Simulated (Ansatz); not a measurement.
**TiNH4O2F (SMILES [NH2][Ti]([OH])([OH])[F]) at 6 levels**

We compute a comparison of 6 runs (HF/STO-3G, HF/3-21G, HF/def2-SVP, BLYP/STO-3G, B3LYP/6-31G*, CCSD(T)/6-31G) of TiNH4O2F. 

The results are computed with Ansatz 0.2.0.

4 further runs of the same task are left out: 4 set aside as unsound or not needed.

## Step 1: The structure to begin with

TiNH4O2F: 9 atoms, total charge 0, spin state singlet. SMILES: `[NH2][Ti]([OH])([OH])[F]`. Geometry: relaxed at PBE0-D4/def2-TZVP. This is one conformer, not always the lowest.

Bond lengths: N1–Ti2 1.873 Å, Ti2–O3 1.790 Å, Ti2–O4 1.789 Å, Ti2–F5 1.777 Å, N1–H6 1.010 Å, N1–H7 1.010 Å, O3–H8 0.957 Å, O4–H9 0.957 Å. Some angles: N1–Ti2–O3 107.2°, N1–Ti2–O4 108.0°, N1–Ti2–F5 110.8°, O3–Ti2–O4 114.6°, O3–Ti2–F5 109.0°, O4–Ti2–F5 107.3°, Ti2–N1–H6 124.6°, Ti2–N1–H7 124.5°, Ti2–O3–H8 135.8°, Ti2–O4–H9 134.1°.

## Step 2: Energy and forces at HF/STO-3G (run 1)

The input, job.yaml:

```yaml
crystal:
  periodic: [false, false, false]
  atoms:
    - {symbol: "N", position_ang: [-0.491700, 0.475000, -1.413800]}
    - {symbol: Ti, position_ang: [0.316200, 0.097600, 0.233100]}
    - {symbol: O, position_ang: [1.168000, -1.467100, 0.060200]}
    - {symbol: O, position_ang: [-0.956900, 0.116200, 1.490500]}
    - {symbol: F, position_ang: [1.497500, 1.354800, 0.659500]}
    - {symbol: H, position_ang: [-1.291300, 1.079700, -1.534200]}
    - {symbol: H, position_ang: [-0.192400, 0.091600, -2.298600]}
    - {symbol: H, position_ang: [1.086000, -2.339600, 0.444700]}
    - {symbol: H, position_ang: [-1.046800, 0.545300, 2.341700]}
basis:
  gaussian:
    orbitals: STO-3G
accuracy: high
output: {forces: true, orbitals: {seedname: orbitals}}
hamiltonian:
  xc: hf
```

The run is started by

```bash
$ ansatz run job.yaml --threads 1 --pin off --max-ram 2610MiB --events-out events.jsonl --progress --plain --runs-dir runs
```

The log of the run:

```text
Warning: RAYON_NUM_THREADS=1 ignored (pool sized by the plan → 1); use --threads N
Functional definition: HF
  name "HF"
  exchange = exact_x
  correlation = 0
980 factors; integrals over basis functions are off by at most 2.8e-9 eV
mean field evaluation 1: about -31067.5655 eV, gradient 4.0e1 eV
mean field evaluation 2: about -31067.6768 eV, gradient 4.0e1 eV
mean field evaluation 4: about -31072.8016 eV, gradient 2.1e0 eV
mean field evaluation 8: about -31072.8129 eV, gradient 5.3e-5 eV
mean field -31072.81288943 eV, -1141.9048117776 hartree, gradient 5.4e-8 eV, S^2 0.000000; 0 other end points of the search recorded, 0 dependent functions left out
the calculation of the forces begins
reference -31072.81288943 eV, -1141.9048117776 hartree; 29, 29 occupied and 13, 13 virtual orbitals, 980 factors
Total energy: -31072.81288943 eV, -1141.9048117776 hartree
Atom 0 at    -0.491700     0.475000    -1.413800 Å, force     0.425237    -0.145080     0.916370 eV/Å
Atom 1 at     0.316200     0.097600     0.233100 Å, force     1.439464     0.370847     1.907308 eV/Å
Atom 2 at     1.168000    -1.467100     0.060200 Å, force    -0.701194     2.880872    -0.130472 eV/Å
Atom 3 at    -0.956900     0.116200     1.490500 Å, force     1.482631    -0.608095    -2.387644 eV/Å
Atom 4 at     1.497500     1.354800     0.659500 Å, force    -1.921656    -2.213293    -0.755130 eV/Å
Atom 5 at    -1.291300     1.079700    -1.534200 Å, force    -0.447826     0.315866    -0.398693 eV/Å
Atom 6 at    -0.192400     0.091600    -2.298600 Å, force    -0.058589    -0.061146    -0.665346 eV/Å
Atom 7 at     1.086000    -2.339600     0.444700 Å, force    -0.130824    -1.069216     0.460172 eV/Å
Atom 8 at    -1.046800     0.545300     2.341700 Å, force    -0.087244     0.529245     1.053434 eV/Å
Dipole moment:    -0.174111    -0.154849     0.183765 e Å
```

Run time: 1.7 s. Hardware: 1 thread of Arm Neoverse V2, shared host; peak memory 0.11 GiB.

## Step 3: Energy and gradient at HF/3-21G (run 2)

The input, run.yaml:

```yaml
crystal:
  periodic: [false, false, false]
  atoms:
    - symbol: N
      position_ang: [-0.491700, 0.475000, -1.413800]
    - symbol: Ti
      position_ang: [0.316200, 0.097600, 0.233100]
    - symbol: O
      position_ang: [1.168000, -1.467100, 0.060200]
    - symbol: O
      position_ang: [-0.956900, 0.116200, 1.490500]
    - symbol: F
      position_ang: [1.497500, 1.354800, 0.659500]
    - symbol: H
      position_ang: [-1.291300, 1.079700, -1.534200]
    - symbol: H
      position_ang: [-0.192400, 0.091600, -2.298600]
    - symbol: H
      position_ang: [1.086000, -2.339600, 0.444700]
    - symbol: H
      position_ang: [-1.046800, 0.545300, 2.341700]
basis:
  gaussian: {orbitals: 3-21G-spherical.json}
accuracy: high
hamiltonian: {xc: hf}
output: {forces: true, orbitals: {seedname: orbitals}}
```

The basis set 3-21G is read from a file made from the Basis Set Exchange's data (not shown).

The run is started by

```bash
$ ansatz run run.yaml --threads 1 --pin off --max-ram 2610MiB --events-out events.jsonl --progress --plain --runs-dir runs
```

The log of the run, cut to the lines that bear on the results:

```text
Warning: RAYON_NUM_THREADS=1 ignored (pool sized by the plan → 1); use --threads N
[... 2 set-up lines as earlier in the session ...]
[...]
1557 factors; integrals over basis functions are off by at most 1.3e-8 eV
[...]
mean field -31259.36278376 eV, -1148.7603939459 hartree, gradient 2.2e-8 eV, S^2 0.000000; 0 other end points of the search recorded, 0 dependent functions left out
[...]
reference -31259.36278376 eV, -1148.7603939459 hartree; 29, 29 occupied and 42, 42 virtual orbitals, 1557 factors
Total energy: -31259.36278376 eV, -1148.7603939459 hartree
Atom 0 at    -0.491700     0.475000    -1.413800 Å, force     0.243346     0.007451     0.434613 eV/Å
Atom 1 at     0.316200     0.097600     0.233100 Å, force     0.083375    -0.089563    -0.483936 eV/Å
Atom 2 at     1.168000    -1.467100     0.060200 Å, force    -0.803703     1.132783     0.509720 eV/Å
Atom 3 at    -0.956900     0.116200     1.490500 Å, force     1.223015     0.138242    -0.661104 eV/Å
Atom 4 at     1.497500     1.354800     0.659500 Å, force    -0.741483    -0.784573    -0.197192 eV/Å
Atom 5 at    -1.291300     1.079700    -1.534200 Å, force     0.107281    -0.106866     0.081859 eV/Å
Atom 6 at    -0.192400     0.091600    -2.298600 Å, force     0.016365     0.034642     0.180713 eV/Å
Atom 7 at     1.086000    -2.339600     0.444700 Å, force     0.221572    -0.288030    -0.115168 eV/Å
Atom 8 at    -1.046800     0.545300     2.341700 Å, force    -0.349767    -0.044087     0.250496 eV/Å
Dipole moment:    -0.392205    -0.250795     0.129972 e Å
```

Wall time 2.2 s (1 thread of Arm Neoverse V2, shared host); peak memory 0.18 GiB.

Run 3 isn't shown in full; the table further down has it.

## Step 4: Energy and forces at BLYP/STO-3G (run 4)

The input, input.yaml:

```yaml
basis:
  gaussian:
    orbitals: STO-3G
crystal:
  periodic: [false, false, false]
  atoms:
    - {symbol: "N", position_ang: [-0.491700, 0.475000, -1.413800]}
    - {symbol: Ti, position_ang: [0.316200, 0.097600, 0.233100]}
    - {symbol: O, position_ang: [1.168000, -1.467100, 0.060200]}
    - {symbol: O, position_ang: [-0.956900, 0.116200, 1.490500]}
    - {symbol: F, position_ang: [1.497500, 1.354800, 0.659500]}
    - {symbol: H, position_ang: [-1.291300, 1.079700, -1.534200]}
    - {symbol: H, position_ang: [-0.192400, 0.091600, -2.298600]}
    - {symbol: H, position_ang: [1.086000, -2.339600, 0.444700]}
    - {symbol: H, position_ang: [-1.046800, 0.545300, 2.341700]}
accuracy: high
hamiltonian:
  xc: {name: BLYP}
output: {forces: true, orbitals: {seedname: orbitals}}
```

The run is started by

```bash
$ ansatz run input.yaml --threads 1 --pin off --max-ram 2610MiB --events-out events.jsonl --progress --plain --runs-dir runs
```

The log of the run, cut to the lines that bear on the results:

```text
Warning: RAYON_NUM_THREADS=1 ignored (pool sized by the plan → 1); use --threads N
Functional definition: BLYP
  name "BLYP"
[...]
980 factors; integrals over basis functions are off by at most 2.8e-9 eV
[...]
mean field -31131.21728503 eV, -1144.0511337281 hartree, gradient 4.3e-8 eV, S^2 0.000000; 0 other end points of the search recorded, 0 dependent functions left out
[...]
reference -31131.21733411 eV, -1144.0511355315 hartree; 29, 29 occupied and 13, 13 virtual orbitals, 980 factors
Total energy: -31131.21733411 eV, -1144.0511355315 hartree
Atom 0 at    -0.491700     0.475000    -1.413800 Å, force     0.787765    -0.309746     1.630042 eV/Å
Atom 1 at     0.316200     0.097600     0.233100 Å, force     1.257998     0.339517     1.824234 eV/Å
Atom 2 at     1.168000    -1.467100     0.060200 Å, force     0.122409     3.936079    -1.267702 eV/Å
Atom 3 at    -0.956900     0.116200     1.490500 Å, force     0.791773    -1.605802    -3.676271 eV/Å
Atom 4 at     1.497500     1.354800     0.659500 Å, force    -0.978854    -1.243794    -0.479008 eV/Å
Atom 5 at    -1.291300     1.079700    -1.534200 Å, force    -1.692468     1.254984    -0.625809 eV/Å
Atom 6 at    -0.192400     0.091600    -2.298600 Å, force     0.375127    -0.636445    -2.063878 eV/Å
Atom 7 at     1.086000    -2.339600     0.444700 Å, force    -0.282170    -3.332028     1.412593 eV/Å
Atom 8 at    -1.046800     0.545300     2.341700 Å, force    -0.381581     1.597235     3.245798 eV/Å
Dipole moment:    -0.130681    -0.133496     0.226603 e Å
```

Wall time 6.3 s (1 thread of Arm Neoverse V2, shared host); peak memory 0.15 GiB.

Run 5 isn't shown in full; the table further down has it.

## Step 5: Energy and gradient at CCSD(T)/6-31G (run 6)

job.yaml, as its differences from that of step 2:

```diff
@@ -3,3 +3,3 @@
   atoms:
-    - {symbol: "N", position_ang: [-0.491700, 0.475000, -1.413800]}
+    - {symbol: N, position_ang: [-0.491700, 0.475000, -1.413800]}
     - {symbol: Ti, position_ang: [0.316200, 0.097600, 0.233100]}
@@ -14,6 +14,11 @@
   gaussian:
-    orbitals: STO-3G
+    orbitals: 6-31G-spherical.json
 accuracy: high
-output: {forces: true, orbitals: {seedname: orbitals}}
-hamiltonian:
-  xc: hf
+scf:
+  omitted_lower_state_checks: [cluster_reference, increment]
+correlation:
+  method: ccsd_t
+  frozen_orbitals: {F: 1, H: 0, "N": 1, O: 1, Ti: 5}
+output:
+  forces: true
+  orbitals: {seedname: orbitals}
```

The basis set 6-31G is read from a file made from the Basis Set Exchange's data (not shown).

The run is started by

```bash
$ ansatz run job.yaml --threads 1 --pin off --max-ram 2610MiB --events-out events.jsonl --progress --plain --runs-dir runs
```

The log of the run:

```text
Warning: RAYON_NUM_THREADS=1 ignored (pool sized by the plan → 1); use --threads N
[... 12 lines left out ...]
9 core orbitals not correlated: weight in the atoms' cores, before any rotation towards them, 1.000 or more for the frozen orbitals, at most 0.000 for the correlated occupied ones
[... 30 lines left out ...]
Total energy: -31433.68994205 eV, -1155.1667988499 hartree
[... 9 lines left out ...]
Dipole moment:    -0.419618    -0.261325     0.099071 e Å
Checks for a lower state left out: cluster_reference, increment
```

Run time: 72 s. Hardware: 1 thread of Arm Neoverse V2, shared host; peak memory 0.59 GiB.

## Step 6: Overview of the runs

```
run                               level  Cartesian functions  frozen core orbitals   energy (Eh)  dipole moment (D)  HOMO energy (eV)  LUMO energy (eV)  wall time
  1                           HF/STO-3G                   no                     –  -1141.904812               1.43             -8.02              9.52      1.7 s
  2                            HF/3-21G                   no                     –  -1148.760394               2.32            -10.69              1.74      2.2 s
  3                         HF/def2-SVP                   no                     –  -1154.180174               2.28            -11.07              1.68      7.8 s
  4                         BLYP/STO-3G                   no                     –  -1144.051136               1.41             -1.70              4.57      6.3 s
  5  B3LYP/6-31G* (Cartesian functions)                  yes                     –  -1157.073210               2.04             -6.87             -1.34       18 s
  6                       CCSD(T)/6-31G                   no                     9  -1155.166799               2.42            -11.10              2.05       72 s
```

## Step 7: Summary of results

| quantity | value |
| --- | --- |
| run 6: total energy | -1155.16680 Eh |
| run 6: dipole moment (correlated density) | 2.42 D |
| run 6: HOMO energy (Hartree–Fock orbitals) | -11.10 eV |
| run 6: LUMO energy (Hartree–Fock orbitals) | 2.05 eV |
| run 6: HOMO–LUMO gap (Hartree–Fock orbitals) | 13.15 eV |
| run 6: correlation energy (9 core orbitals frozen) | -774.0 mEh |
| run 6: (T) correction | -30.03 mEh |
| run 6: T1 diagnostic | 0.021 |
| run 6: largest force on an atom | 1.347 eV/Å |

What this shows: The dipole moment (its size) runs from 1.41 D (BLYP/STO-3G) to 2.42 D (CCSD(T)/6-31G). The two ends differ in method and basis. Over runs 1, 2, 3, 4, 5 the HOMO–LUMO gap runs from 5.54 eV (B3LYP/6-31G*) to 17.54 eV (HF/STO-3G). Totals of different functionals can't be ranked against each other. In runs 1, 4 the basis is minimal, so the values are rough. All runs together took 1.8 min, the longest 72 s.
